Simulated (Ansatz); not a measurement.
# Li: the cost of one run

Method: DFT PBE, plane waves, PAW, scalar-relativistic, no spin polarisation, in Ansatz 0.2.0.

### Step 1. The structure to begin with

The cell holds 16 atoms (Li16): a = 7.313 Å, b = 7.313 Å, c = 7.313 Å, α = 90.00°, β = 90.00°, γ = 90.00°.

As a file:

```xyz
16
Lattice="7.3129 0.0000 0.0000 0.0000 7.3129 0.0000 0.0000 0.0000 7.3129" Properties=species:S:1:pos:R:3 pbc="T T T"
Li    0.0000    0.0000    0.0000
Li    3.6564    0.0000    0.0000
Li    0.0000    3.6564    0.0000
Li    0.0000    0.0000    3.6564
Li    1.8282    1.8282    1.8282
Li    3.6564    3.6564    0.0000
Li    3.6564    0.0000    3.6564
Li    5.4847    1.8282    1.8282
Li    0.0000    3.6564    3.6564
Li    1.8282    5.4847    1.8282
Li    1.8282    1.8282    5.4847
Li    3.6564    3.6564    3.6564
Li    5.4847    5.4847    1.8282
Li    5.4847    1.8282    5.4847
Li    1.8282    5.4847    5.4847
Li    5.4847    5.4847    5.4847
```

### Step 2. Run 1

250 steps of 1 fs under a Langevin thermostat at 1800 K.

input.yaml reads:

```yaml
crystal:
  lattice:
    - [7.312873, 0.0, 0.0]
    - [0.0, 7.312873, 0.0]
    - [0.0, 0.0, 7.312873]
  atoms:
    - { symbol: Li, position: [0.0, 0.0, 0.0] }
    - { symbol: Li, position: [0.5, 0.0, 0.0] }
    - { symbol: Li, position: [0.0, 0.5, 0.0] }
    - { symbol: Li, position: [0.0, 0.0, 0.5] }
    - { symbol: Li, position: [0.25, 0.25, 0.25] }
    - { symbol: Li, position: [0.5, 0.5, 0.0] }
    - { symbol: Li, position: [0.5, 0.0, 0.5] }
    - { symbol: Li, position: [0.75, 0.25, 0.25] }
    - { symbol: Li, position: [0.0, 0.5, 0.5] }
    - { symbol: Li, position: [0.25, 0.75, 0.25] }
    - { symbol: Li, position: [0.25, 0.25, 0.75] }
    - { symbol: Li, position: [0.5, 0.5, 0.5] }
    - { symbol: Li, position: [0.75, 0.75, 0.25] }
    - { symbol: Li, position: [0.75, 0.25, 0.75] }
    - { symbol: Li, position: [0.25, 0.75, 0.75] }
    - { symbol: Li, position: [0.75, 0.75, 0.75] }
basis:
  ecutwfc: 420.0
kpoints:
  mp_grid: { grid: [2, 2, 2] }
hamiltonian:
  xc: pbe
scf:
  occupations: { method: fermi_dirac, width: 0.16 }
  lower_state_search: "off"
md:
  timestep: 1
  n_steps: 250
  ensemble: nvt_langevin
  temperature: 1800.0
  initial_velocities: maxwell_boltzmann
  seed: 546118
  friction: 0.02
```

Run with:

```sh
$ ansatz run input.yaml --threads 1 --pin off --max-ram 3072MiB --backend cpu --events-out ev --progress --plain --runs-dir out
```

What time and memory should one allow on 1 thread of Intel Xeon Platinum 8488C (Sapphire Rapids), shared host?

About 12 min, with a peak of 0.66 GiB.
